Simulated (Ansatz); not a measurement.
# C: the cost of one run

Program: Ansatz 0.2.0. Level of theory: DFT PBE, scalar-relativistic, plane waves, PAW. These are calculated values, not measurements.

A COD entry behind a cell of this session may itself be a prediction, so a difference from it is no test against experiment.

13 further runs of the same task are left out: 13 set aside as unsound or not needed.

## 1. Starting point

It takes space group P6_3/mmc (No. 194, hexagonal). The conventional cell has a = 2.512 Å, b = 2.512 Å, c = 4.180 Å, α = 90.00°, β = 90.00°, γ = 120.00°. Around C (site symmetry 3m) lie 4 C at 1.54 to 1.57 Å.

As a file:

```xyz
4
Lattice="2.5116 0.0000 0.0000 -1.2558 2.1751 0.0000 0.0000 0.0000 4.1802" Properties=species:S:1:pos:R:3 pbc="T T T"
C     0.0000    1.4501    0.2622
C     1.2558    0.7250    2.3524
C     0.0000    1.4501    1.8279
C     1.2558    0.7250    3.9180
```

This cell was relaxed beforehand with the same method: volume 5.71 Å³/atom, gap on the mesh 3.36 eV.

## 2. Plan of the scan

The energy is mapped over volume and the cell's shape.

First coordinate, volume per atom: 7 values from 5.024 to 6.394 Å³. Second coordinate, c/a of the conventional cell: 7 values from 1.387 to 1.996.

Relaxed at each point: the atoms inside the fixed cell. Energies count from the relaxed crystal. Points are written as (first, second).

## 3. Point (5.024 Å³, 1.387)

Contents of input.yaml:

```yaml
crystal:
  lattice:
    - [2.5573633292, 0.0, 0.0]
    - [-1.2786816646, 2.2147416098, 0.0]
    - [0.0, 0.0, 3.5480858829]
  atoms:
    - { symbol: C, position: [0.3333333333, 0.6666666667, 0.0627322709] }
    - { symbol: C, position: [0.6666666667, 0.3333333333, 0.5627322709] }
    - { symbol: C, position: [0.3333333333, 0.6666666667, 0.4372677291] }
    - { symbol: C, position: [0.6666666667, 0.3333333333, 0.9372677291] }
basis:
  ecutwfc: 520.0
kpoints:
  mp_grid: { grid: [12, 12, 6] }
hamiltonian:
  xc: pbe
scf:
  occupations: { method: gaussian, width: 0.05 }
output:
  forces: true
  stress: true
  eigenvalues: true
relax:
  adjacent_minimum: "off"
  f_tol: 0.01
  max_steps: 30
```

Run with:

```
ansatz run input.yaml --threads 1 --pin off --max-ram 2048MiB --backend cpu --events-out ev --progress --plain --runs-dir out
```

What time and memory should one allow on 1 thread of Intel Xeon Platinum 8175M at 2.50GHz (Skylake/Cascade Lake), shared host?

About 7.8 s, with a peak of 0.37 GiB.
